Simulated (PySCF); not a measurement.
**A diatomic session: Be2**

The task here is to estimate one member of a computed series from the others.

The runs use PySCF 2.14.0; Be pcseg-2, no relativity.

The first run:

The job is set up so:

```yaml
atoms: Be, Be
charge: 0
basis: Be pcseg-2
Hamiltonian: no relativity
basis_functions: 30
electrons_treated: 8
masses_in_u: 9.0122, 9.0122
levels: PBE0, PBE, r²SCAN, B97-3, MN15, TPSS, LC-ωPBE, HF, MP2, SCS-MP2, CCSD, CCSD(T)
grid: 80 radial by 434 angular points
occupations: held fixed by the projection of orbital angular momentum
dissociation_limit: Be + Be, each in its ground configuration
starting_distance_in_angstrom: 1.920
values_of_2S_to_try: 0, 2
```

Command:

```
OMP_NUM_THREADS=1 python dia.py task.json out
```

Steps of the session up to this table: Set-up; The PBE0 curve of the state that the search chose; Other states along the same grid; PBE (GGA); r²SCAN; B97-3 (global hybrid GGA); MN15; TPSS (meta-GGA); LC-ωPBE (range-separated hybrid); RHF (mean field); Correlated methods on the Hartree–Fock reference.

One table of the session follows, with a row left open; its other results are not shown here.

It belongs to the step «The curves together». Energy (eV) from each level's lowest point:

```
R (Å)    RHF  RHF-MP2  RHF-SCS-MP2  RHF-CCSD  RHF-CCSD(T)
2.151  0.543    0.212        0.236       n/a          n/a
2.251  0.402    0.123        0.148     0.106        0.047
2.351  0.301    0.071        0.096     0.063        0.015
2.426  0.244    0.048        0.072     0.045        0.004
2.501  0.198    0.033        0.056     0.033        0.000
2.576      ?        ?            ?         ?            ?
2.676  0.120    0.018        0.035     0.018        0.002
2.801  0.080    0.013        0.026     0.011        0.004
2.951  0.041    0.008        0.015     0.000        0.002
3.151  0.000    0.000        0.000       n/a          n/a
```

**Question.** Estimate the row for R (Å) = 2.576.

Worked estimate for «RHF». A straight line through the neighbours (2.501, 0.198) and (2.676, 0.120) gives 0.198 + (0.120 − 0.198) × (2.576 − 2.501) / (2.676 − 2.501) = 0.165; a parabola fitted to 4 rows on both sides gives 0.161.

The run gave: RHF: 0.161; RHF-MP2: 0.025; RHF-SCS-MP2: 0.045; RHF-CCSD: 0.025; RHF-CCSD(T): 0.000. In «RHF» the line misses by +0.004 and the parabola by 0.000.

Caveats from the session: The bond is weak, and basis-set superposition, which was not computed, may be a sizeable part of it.
